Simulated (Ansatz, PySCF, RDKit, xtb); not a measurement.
# Ge2NH7: a search for the lowest isomer

Task: start from the formula Ge2NH7, draw up candidate structures, narrow them down in stages, and characterise the one that lies lowest at 298.15 K.

Plan: many cheap relaxations first (GFN2-xTB), then density-functional screening, relaxation at B3LYP/6-31G*, vibrations and a final energy. The numbers are computed, not measured.

7 further runs of the same task are left out: 7 set aside as unsound or not needed.

### Step 1. Candidates

A program enumerates the bonding patterns with one Lewis structure each (two rings at most, one unusual centre or charged pair), with their diastereomers. O–O, O–halogen and N–halogen bonds and N–N–N chains are not drawn. That gives 4 candidates.

```tsv
label	SMILES	spin
c242	[GeH3][NH][GeH3]	singlet
c337	[NH2][GeH2][GeH3]	singlet
c457	[GeH2-][NH2+][GeH3]	singlet
c606	[NH3+][GeH-][GeH3]	singlet
```

Candidates are built by distance geometry, with a force field where one applies, in up to four conformers (letters a to d). 14 starts with atoms placed at random are added, to find patterns that the rules miss.

**Question.** With final energies at CCSD(T)/def2-SVP + MP2/def2-TZVPP - MP2/def2-SVP, which structure will this search put lowest in free energy, and by what margin?

| quantity | value |
| --- | --- |
| lowest structure found | [NH2][GeH2][GeH3], singlet, C1 |
| next finalist | [GeH3][NH][GeH3], singlet, 3.4 kcal/mol higher in G |
| share at equilibrium, among the finalists | 99.7 % |
| harmonic wavenumbers, lowest and highest (B3LYP/6-31G*) | 77 and 3582 cm⁻¹ |
| rotational constants, same geometry | 0.3309, 0.05608, 0.04995 cm⁻¹ |
| dipole moment (PBE0/def2-TZVPD) | 1.16 D |
| HOMO energy (PBE0/def2-TZVPD) | -7.40 eV |
| LUMO energy (PBE0/def2-TZVPD) | -0.26 eV |
| HOMO–LUMO gap (PBE0/def2-TZVPD) | 7.14 eV |
| lowest excitation (TD-PBE0/def2-SVPD) | 5.88 eV (f = 0.010) |
| strongest of the states computed, same level | 7.55 eV (f = 0.236) |
| lowest triplet excitation, same level, Tamm-Dancoff | 5.49 eV |
| vertical ionisation energy | 9.38 eV |
| vertical electron affinity | -1.00 eV (unbound: the value depends on the basis) |
| vertical triplet less singlet | +5.37 eV |

`[NH2][GeH2][GeH3]` comes out lowest. The margin of 3.4 kcal/mol over the next finalist is beyond the usual error of the last level; it says nothing of structures that weren't ranked. GFN2-xTB, HF/STO-3G, r2SCAN-D4/def2-SVP, B3LYP/6-31G*, HF/def2-SVP and MP2/def2-SVP already put its bonding pattern lowest among the structures in one piece. Lowest found is not proven lowest: the search is finite, and each finalist counts with one conformer. Patterns outside the rules of the enumeration were met only by chance.
